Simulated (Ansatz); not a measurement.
**C₂H₈FNOSi₂: up Jacob's ladder to CCSD(T)**

The task here is to estimate one member of a computed series from the others.

Method: functionals in def2-TZVPP, the program's frozen cores in correlated methods; program: Ansatz 0.2.0, Gaussian basis.

Plan: PBE-D4, r2SCAN-D4, PBE0-D4, B3LYP-D4, ωB97X-V, ωB97M-V, B2PLYP; CCSD(T)/def2-TZVPP; MP2/def2-QZVPP; extrapolation to the limit.

### The geometry

All runs share one geometry, relaxed beforehand with PBE0-D4 in a triple-zeta def2 set.

SMILES `C=C[Si](N)(F)O[SiH3]`, 15 atoms, charge 0, spin multiplicity 1.

Atoms are counted from 1 here; the program's logs count them from 0.

Bond lengths: C1–C2 1.331 Å, C1–H8 1.086 Å, C1–H9 1.086 Å, C2–Si3 1.843 Å, C2–H10 1.089 Å, Si3–N4 1.694 Å, Si3–F5 1.598 Å, Si3–O6 1.626 Å, N4–H11 1.007 Å, N4–H12 1.006 Å, O6–Si7 1.633 Å, Si7–H13 1.487 Å, Si7–H14 1.485 Å, Si7–H15 1.485 Å. Angles: C2–C1–H8 122.2°, C2–C1–H9 121.6°, H8–C1–H9 116.2°, C1–C2–Si3 123.2°, C1–C2–H10 118.3°, Si3–C2–H10 118.5°, C2–Si3–N4 110.4°, C2–Si3–F5 111.0°, C2–Si3–O6 108.8°, N4–Si3–F5 105.6°, N4–Si3–O6 114.7°, F5–Si3–O6 106.2°, Si3–N4–H11 121.4°, Si3–N4–H12 120.7°, H11–N4–H12 111.8°, Si3–O6–Si7 149.9°, O6–Si7–H13 109.0°, O6–Si7–H14 110.9° and more.

The first run:

The input, in.yaml:

```yaml
crystal:
  periodic: [false, false, false]
  atoms:
    - {symbol: C, position_ang: [0.800340, -1.432128, -1.575319]}
    - {symbol: C, position_ang: [0.874921, -1.541211, -0.251291]}
    - {symbol: Si, position_ang: [0.095101, -0.337993, 0.907062]}
    - {symbol: N, position_ang: [-1.013039, -1.125280, 1.917501]}
    - {symbol: F, position_ang: [1.183515, 0.306652, 1.882762]}
    - {symbol: O, position_ang: [-0.525734, 0.893355, 0.044778]}
    - {symbol: Si, position_ang: [-0.363243, 2.376600, -0.618951]}
    - {symbol: H, position_ang: [1.258714, -2.156076, -2.243230]}
    - {symbol: H, position_ang: [0.274814, -0.608430, -2.049854]}
    - {symbol: H, position_ang: [1.411595, -2.391323, 0.166678]}
    - {symbol: H, position_ang: [-1.335650, -0.702604, 2.772461]}
    - {symbol: H, position_ang: [-1.690213, -1.765091, 1.537483]}
    - {symbol: H, position_ang: [-0.322361, 2.242766, -2.099010]}
    - {symbol: H, position_ang: [0.884639, 3.032936, -0.151962]}
    - {symbol: H, position_ang: [-1.533398, 3.207807, -0.239108]}
basis:
  gaussian: {orbitals: def2-TZVPP}
hamiltonian: {xc: pbe, dispersion: d4}
output: {forces: true, orbitals: {seedname: orbitals}}
```

Run with:

```bash
> ansatz run in.yaml --threads 2 --pin off --events-out ev --progress --plain --max-ram 22528MiB --backend cuda --devices 0, --max-vram 18GiB
```

Among the steps run: PBE-D4 (GGA); r2SCAN-D4 (meta-GGA); PBE0-D4 (hybrid); B3LYP-D4 (hybrid); ωB97X-V (range-separated); ωB97M-V (range-separated); B2PLYP (double hybrid); CCSD(T) in def2-TZVPP; MP2 in def2-QZVPP.

One table of the session follows, with a row left open; its other results are not shown here.

```
            method  atomisation energy (kJ/mol)
            PBE-D4                       5968.2
         r2SCAN-D4                       5907.0
           PBE0-D4                       5874.1
          B3LYP-D4                       5910.1
           ωB97X-V                            ?
           ωB97M-V                       5931.4
            B2PLYP                       5851.7
     HF/def2-TZVPP                       4357.0
    MP2/def2-TZVPP                       5864.4
   CCSD/def2-TZVPP                       5677.8
CCSD(T)/def2-TZVPP                       5758.5
           MP2/CBS                       6034.8
       CCSD(T)/CBS                       5928.9
```

Q: Estimate the row for ωB97X-V from the others.

The run gave: atomisation energy (kJ/mol): 5930.9. In the column «atomisation energy (kJ/mol)» it lies between CCSD(T)/CBS (5928.9) and ωB97M-V (5931.4).
